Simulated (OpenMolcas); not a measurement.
# A workflow on C3H9Ga (trimethylgallium (TMGa)), part 3 of 3

OpenMolcas 26.06.

### 6 An energy scan at MC-PDFT[tPBE](2,2)/ANO-R1 (sfX2C, RICD fitting) (run 5)

The input, step5.input:

```
* C3H9Ga MC-PDFT
>>> COPY $CurrDir/step2.RasOrb $Project.RasOrb
>>> ForEach K in (1, 2, 3, 4, 5, 6, 7, 8, 9)

&GATEWAY
 Coord=$CurrDir/point$K.xyz
 Basis=ANO-R1
 Group=NoSym
 RICD

&SEWARD

&RASSCF
 FileOrb=$Project.RasOrb
 Spin=1
 Nactel=2 0 0
 Inactive=28
 Ras2=2
 OrbListing=Nothing
 OrbAppear=Compact

&MCPDFT
 KSDFT=T:PBE
>>> EndDo
```

Run with:

```
export MOLCAS_MEM=1860
pymolcas step5.input > step5.log
```

Standard output:

```text
--- Start Module: gateway ---

                                              &GATEWAY

                       available to each process: 1.9 GB of memory, 1 thread

++    Symmetry information:
      ---------------------

                    Character Table for C1

                             E
                    a        1  x, y, xy, Rz, z, xz, Ry, yz, Rx, I
--

++    Basis set information:
      ----------------------

      Basis set label: C.ANO-R...3S2P1D.

      Electronic valence basis set:
      ------------------
      Associated Effective Charge   6.000000 au
      Associated Actual Charge      6.000000 au
      Nuclear Model: Finite nucleus - Gaussian distribution
        Gaussian exponent, Xi/bohr**(-2):  6.80775E+08

      Shell  nPrim  nBasis  Cartesian Spherical Contaminant
         s      12       3        X
         p       7       2        X
         d       3       1                 X

      Basis set label: GA.ANO-R...5S4P3D1F.

      Electronic valence basis set:
      ------------------
      Associated Effective Charge  31.000000 au
      Associated Actual Charge     31.000000 au
      Nuclear Model: Finite nucleus - Gaussian distribution
        Gaussian exponent, Xi/bohr**(-2):  2.62670E+08

      Shell  nPrim  nBasis  Cartesian Spherical Contaminant
         s      20       5        X
         p      15       4        X
         d       9       3                 X
         f       6       1                 X

      Basis set label: C.ANO-R...3S2P1D.

      Electronic valence basis set:
      ------------------
      Associated Effective Charge   6.000000 au
      Associated Actual Charge      6.000000 au
      Nuclear Model: Finite nucleus - Gaussian distribution
        Gaussian exponent, Xi/bohr**(-2):  6.80775E+08

      Shell  nPrim  nBasis  Cartesian Spherical Contaminant
         s      12       3        X
         p       7       2        X
         d       3       1                 X

      Basis set label: H.ANO-R...2S1P.

      Electronic valence basis set:
      ------------------
      Associated Effective Charge   1.000000 au
      Associated Actual Charge      1.000000 au
      Nuclear Model: Finite nucleus - Gaussian distribution
        Gaussian exponent, Xi/bohr**(-2):  2.12482E+09

      Shell  nPrim  nBasis  Cartesian Spherical Contaminant
         s       7       2        X
         p       4       1        X
--

++    Molecular structure info:
      -------------------------

                    ************************************************
                    **** Cartesian Coordinates / bohr, angstrom ****
                    ************************************************

     Center  Label                x              y              z                     x              y              z
        1      C1              -0.651865       2.825776      -1.690519             -0.344952       1.495336      -0.894584
        2      GA2              0.058487      -0.028762      -0.062985              0.030950      -0.015220      -0.033330
        3      C3               2.653742      -0.032201       2.622127              1.404300      -0.017040       1.387570
[... 9 lines of this table left out ...]
       13      H13             -0.770933      -4.844294      -0.409088             -0.407960      -2.563490      -0.216480

                    ***************************************
                    *    InterNuclear Distances / bohr    *
                    ***************************************

               1 C1            2 GA2           3 C3            4 C4            5 H5            6 H6
    1 C1       0.000000
    2 GA2      3.361822        0.000000
    3 C3       6.139543        3.734326        0.000000
    4 C4       6.150153        3.733762        6.471867        0.000000
[... 8 lines of this table left out ...]
   13 H13      7.777288        4.898681        6.638743        2.063311        9.167681        8.845492

               7 H7            8 H8            9 H9           10 H10          11 H11          12 H12
    7 H7       0.000000
    8 H8       8.163165        0.000000
    9 H9       9.243797        3.358385        0.000000
   10 H10      8.818123        3.324613        3.328900        0.000000
   11 H11      5.824049        9.479183        8.347192        9.167586        0.000000
   12 H12      7.206162        9.138754        7.588013        7.672527        3.326032        0.000000
   13 H13      8.000099        8.321985        6.139140        7.665988        3.358687        3.327415

              13 H13
   13 H13      0.000000

                    *******************************************
                    *    InterNuclear Distances / angstrom    *
                    *******************************************

               1 C1            2 GA2           3 C3            4 C4            5 H5            6 H6
    1 C1       0.000000
    2 GA2      1.779000        0.000000
    3 C3       3.248906        1.976120        0.000000
    4 C4       3.254521        1.975822        3.424764        0.000000
[... 8 lines of this table left out ...]
   13 H13      4.115564        2.592270        3.513071        1.091857        4.851328        4.680833

[... 165 lines left out ...]
      Convergence after 10 iterations
[... 12 lines left out ...]
      conf/sym  11     Coeff  Weight
[... 14 lines left out ...]
      RASSCF energy for state  1                  -2061.16527119
[... 47 lines left out ...]
      Dipole Moment (debye):
[... 126 lines left out ...]
      Wave function energy weight                0.00
[... 283 lines left out ...]
      Nuclear repulsion energy =  270.36473520
[... 90 lines left out ...]
      printout of CI-coefficients larger than  0.05 for root  1
[... 9 lines left out ...]
      *                                                    Final results                                                     *
[... 19 lines left out ...]
::    RASSCF root number  1 Total energy:  -2061.18428254
[... 105 lines left out ...]
      Spin density orbitals for root   1 are written to the SPDORB.1 file
[... 117 lines left out ...]
      Total MCPDFT energy for state   1                                 -2063.24182865
[... 301 lines left out ...]
      Convergence after 10 iterations
[... 12 lines left out ...]
      conf/sym  11     Coeff  Weight
[... 14 lines left out ...]
      RASSCF energy for state  1                  -2061.17975642
[... 47 lines left out ...]
      Dipole Moment (debye):
[... 126 lines left out ...]
      Wave function energy weight                0.00
[... 283 lines left out ...]
      Nuclear repulsion energy =  255.08066681
[... 90 lines left out ...]
      printout of CI-coefficients larger than  0.05 for root  1
[... 9 lines left out ...]
      *                                                    Final results                                                     *
[... 19 lines left out ...]
::    RASSCF root number  1 Total energy:  -2061.15710002
[... 104 lines left out ...]
      Spin density orbitals for root   1 are written to the SPDORB.1 file
[... 117 lines left out ...]
      Total MCPDFT energy for state   1                                 -2063.20725483
[... 301 lines left out ...]
      Convergence after 11 iterations
[... 12 lines left out ...]
      conf/sym  11     Coeff  Weight
[... 14 lines left out ...]
      RASSCF energy for state  1                  -2061.12359133
[... 47 lines left out ...]
      Dipole Moment (debye):
[... 125 lines left out ...]
      Wave function energy weight                0.00
[... 283 lines left out ...]
      Nuclear repulsion energy =  237.59571282
[... 90 lines left out ...]
      printout of CI-coefficients larger than  0.05 for root  1
[... 9 lines left out ...]
      *                                                    Final results                                                     *
[... 19 lines left out ...]
::    RASSCF root number  1 Total energy:  -2061.09346213
[... 104 lines left out ...]
      Spin density orbitals for root   1 are written to the SPDORB.1 file
[... 117 lines left out ...]
      Total MCPDFT energy for state   1                                 -2063.13345684
[... 301 lines left out ...]
      Convergence after 10 iterations
[... 12 lines left out ...]
      conf/sym  11     Coeff  Weight
[... 14 lines left out ...]
      RASSCF energy for state  1                  -2061.07641395
[... 47 lines left out ...]
      Dipole Moment (debye):
[... 125 lines left out ...]
      Wave function energy weight                0.00
[... 283 lines left out ...]
      Nuclear repulsion energy =  222.15382415
[... 90 lines left out ...]
      printout of CI-coefficients larger than  0.05 for root  1
[... 9 lines left out ...]
      *                                                    Final results                                                     *
[... 19 lines left out ...]
::    RASSCF root number  1 Total energy:  -2061.07027671
[... 104 lines left out ...]
      Spin density orbitals for root   1 are written to the SPDORB.1 file
[... 117 lines left out ...]
      Total MCPDFT energy for state   1                                 -2063.10091184
[... 301 lines left out ...]
      Convergence after  9 iterations
[... 12 lines left out ...]
      conf/sym  11     Coeff  Weight
[... 14 lines left out ...]
      RASSCF energy for state  1                  -2061.06918695
[... 47 lines left out ...]
      Dipole Moment (debye):
[... 42 lines left out ...]
      -------------------------------------------------------------------------------------
      NBO located      0.997 non-bonded electrons on atom C1
      NBO located      1.011 non-bonded electrons on atom GA2
      NBO located      1.005 non-bonded electrons on atom GA2
      NBO located      0.997 non-bonded electrons on atom GA2
      NBO located      0.998 non-bonded electrons on atom GA2
      NBO located      0.999 non-bonded electrons on atom GA2
      NBO located      0.999 non-bonded electrons on atom GA2
      NBO located      0.999 non-bonded electrons on atom GA2
      NBO located      0.999 non-bonded electrons on atom GA2
      NBO located      1.000 non-bonded electrons on atom GA2
      NBO located      1.000 non-bonded electrons on atom GA2
      NBO located      1.000 non-bonded electrons on atom GA2
      NBO located      1.000 non-bonded electrons on atom GA2
      NBO located      1.000 non-bonded electrons on atom GA2
      NBO located      1.000 non-bonded electrons on atom GA2
      NBO located      0.998 non-bonded electrons on atom C3
      NBO located      0.930 non-bonded electrons on atom C3
      NBO located      0.998 non-bonded electrons on atom C4
      NBO located      0.931 non-bonded electrons on atom C4
      The remaining   13.957 electrons are to be considered as diffuse
--

--

      Average orbitals are written to the RASORB file
      Natural orbitals for root   1 are written to the RASORB.1 file
      Spin density orbitals for root   1 are written to the SPDORB.1 file

--- Stop Module: rasscf /rc=_RC_ALL_IS_WELL_ ---
--- Module rasscf spent 9 seconds ---

--- Start Module: mcpdft ---

                                              &MCPDFT

                       available to each process: 1.9 GB of memory, 1 thread

 ###############################################################################
 ###    WARNING: Deprecation warning: KSDF should be replaced                ###
 ###    with FUNC keyword                                                    ###
 ###############################################################################

++    Wave function specifications:
      -----------------------------

      Number of closed shell electrons          56
      Number of electrons in active shells       2
      Max number of holes in RAS1 space          0
      Max nr of electrons in RAS3 space          0
      Number of inactive orbitals               28
      Number of active orbitals                  2
      Number of secondary orbitals              96
      Spin quantum number                      0.0
      State symmetry                             1
      Number of CSFs                             3
      Number of RASSCF root(s) available         1
--

++    Orbital specifications:
      -----------------------

      Symmetry species                           1
                                                 a
      Frozen orbitals                            0
      Inactive orbitals                         28
      Active orbitals                            2
      RAS1 orbitals                              0
      RAS2 orbitals                              2
      RAS3 orbitals                              0
      Secondary orbitals                        96
      Deleted orbitals                           0
      Number of basis functions                126
--

++    MCPDFT specifications:
      ----------------------

      Cholesky decomposition                     On
      Type of calculation                        MC-PDFT
      On-Top Functional                          T:PBE
      Exchange scaling factor                    1.00
      Correlation scaling factor                 1.00
      Wave function energy weight                0.00
--

      Numerical integration parameters
      --------------------------------
      Radial quadrature type:                         MHL
      Size of radial grid:                            75
      Lebedev angular grid:                           29
      Angular grid pruned with the crowding factor:  3.00E+00
                                 and fading factor:  6.00E+00
      Screening threshold for integral computation:   1.00E-11
      Radial quadrature accuracy:                     1.00E-25
      Maximum batch size:                             128
      AO values are stored on disk

++    DFT functional specifications:
      ------------------------------
      Using Libxc version: 6.2.2
      Please cite the following reference:
      S. Lehtola, C. Steigemann, M. J.T. Oliveira, and M. A.L. Marques.,  SoftwareX 7, 1–5 (2018) doi:10.1016/j.softx.2017.11.002

      * Perdew, Burke & Ernzerhof
        - J. P. Perdew, K. Burke, and M. Ernzerhof.,  Phys. Rev. Lett. 77, 3865 (1996) doi:10.1103/PhysRevLett.77.3865
        - J. P. Perdew, K. Burke, and M. Ernzerhof.,  Phys. Rev. Lett. 78, 1396 (1997) doi:10.1103/PhysRevLett.78.1396
      * Perdew, Burke & Ernzerhof
        - J. P. Perdew, K. Burke, and M. Ernzerhof.,  Phys. Rev. Lett. 77, 3865 (1996) doi:10.1103/PhysRevLett.77.3865
        - J. P. Perdew, K. Burke, and M. Ernzerhof.,  Phys. Rev. Lett. 78, 1396 (1997) doi:10.1103/PhysRevLett.78.1396
--
   File JOBOLD not found -- use JOBIPH.
      The MO-coefficients are taken from the file:
      JOBIPH
 Reference MC-SCF energies taken from JOBIPH

++    MC-PDFT RESULTS, STATE 0001
      ---------------------------

      MCSCF reference energy                                            -2061.06918695

      Integrated total density:                                                 58.000
      Integrated alpha density before functional transformation:                29.000
      Integrated  beta density before functional transformation:                29.000
      Integrated alpha density  after functional transformation:                29.992
      Integrated  beta density  after functional transformation:                28.008
      Integrated alpha tau     before functional transformation:                 0.000
      Integrated  beta tau     before functional transformation:                 0.000
      Integrated alpha tau      after functional transformation:                 0.000
      Integrated  beta tau      after functional transformation:                 0.000
      NOTE:
      Densities after transformation are intermediate quantities
      and should not be interpreted as real spin densities

      Exchange energy scaling factor                                          1.000000
      Correlation energy scaling factor                                       1.000000

      Integrated alpha exchange energy                                      -46.932501
      Integrated beta  exchange energy                                      -46.133300
      Integrated  correlation   energy                                       -2.299765

      Nuclear Repulsion energy                                            214.16592450
      CASSCF contribution energy                                        -1967.73378350
      On-top energy                                                       -95.36556652

      Total MCPDFT energy for state   1                                 -2063.09935003
--

::    MCPDFT root number  1 Total energy:  -2063.09935003

--- Stop Module: mcpdft /rc=_RC_ALL_IS_WELL_ ---
--- Module mcpdft spent 3 seconds ---

>>> END FOREACH

.##################.
.# Happy landing! #.
.##################.

    Timing: Wall=256.92 User=238.91 System=16.88
```

It took 4.3 min on 1 thread of AMD EPYC 7R43 (Zen 3), shared host; peak memory 0.16 GiB.

The scan, from its lowest point:

| Ga2–C1 (Å) | energy (kJ/mol) |
| --- | --- |
| 1.779 | 34.5 |
| 1.976 | 0.0 |
| 2.174 | 21.6 |
| 2.470 | 90.8 |
| 2.865 | 189.7 |
| 3.359 | 284.5 |
| 3.952 | 345.7 |
| 4.743 | 370.0 |
| 5.928 | 374.1 |

### 7 What came out

What follows sums up all 3 parts.

| quantity | value |
| --- | --- |
| run 1, HF/ANO-R0: total energy | -2060.44518 Eh |
| run 1, HF/ANO-R0: dipole moment | 0.06 D |
| run 1, HF/ANO-R0: HOMO energy | -12.17 eV |
| run 1, HF/ANO-R0: LUMO energy | 1.66 eV |
| run 1, HF/ANO-R0: HOMO–LUMO gap | 13.84 eV |
| run 2, CASSCF(2,2)/ANO-R1: total energy | -2061.18429 Eh |
| run 2, CASSCF(2,2)/ANO-R1: dipole moment (CASSCF density) | 0.11 D |
| run 3, CASPT2(2,2)/ANO-R1: lowest energy of the scan | -2062.09751 Eh |
| run 4, SC-NEVPT2(2,2)/ANO-R1: lowest energy of the scan | -2062.09347 Eh |
| run 5, MC-PDFT[tPBE](2,2)/ANO-R1: lowest energy of the scan | -2063.24183 Eh |

**Reading.** Mulliken charges (run 1, HF/ANO-R0) run from -1.05 on C4 to +1.17 on Ga2; they depend strongly on the basis. Mulliken charges (run 2, CASSCF(2,2)/ANO-R1) run from -0.46 on C4 to +0.77 on Ga2; they depend strongly on the basis.
